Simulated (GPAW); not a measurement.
Crystal: SiF.

```
Si F
1.0
     3.02860    0.00000    0.00000
     0.00000    3.02860    0.00000
     0.00000    0.00000    3.02860
Si F
1 1
Cartesian
  1.5143 1.5143 1.5143
  0.0000 0.0000 0.0000
```

The cell was built by a generator and needn't be a form met in nature.

Base run:

```yaml
Program: GPAW 26.7.0
Functional: SCAN
Potentials_or_basis: GPAW PAW data sets (gpaw-data 1.2.1)
Cutoff: 800 eV
Basis: pw
k_mesh: 9 × 9 × 9
Occupations: fermi-dirac, width 0.05 eV
Spin: no spin polarisation
```

Its results: pressure -2.3 GPa.

**Question.** The run is repeated on the same cell with these changes: functional from SCAN to LDA; potentials or basis from GPAW PAW data sets (gpaw-data 1.2.1) to the program's PAW data sets (release 1.2.1) made for this functional. What comes out?

**Answer.** Pressure -6.8 GPa.

Caveats: an odd number of electrons without spin polarisation forces a metal; a magnetic or distorted state may lie lower; the PAW data sets were made with another functional, which shifts forces and pressure a little (some runs).
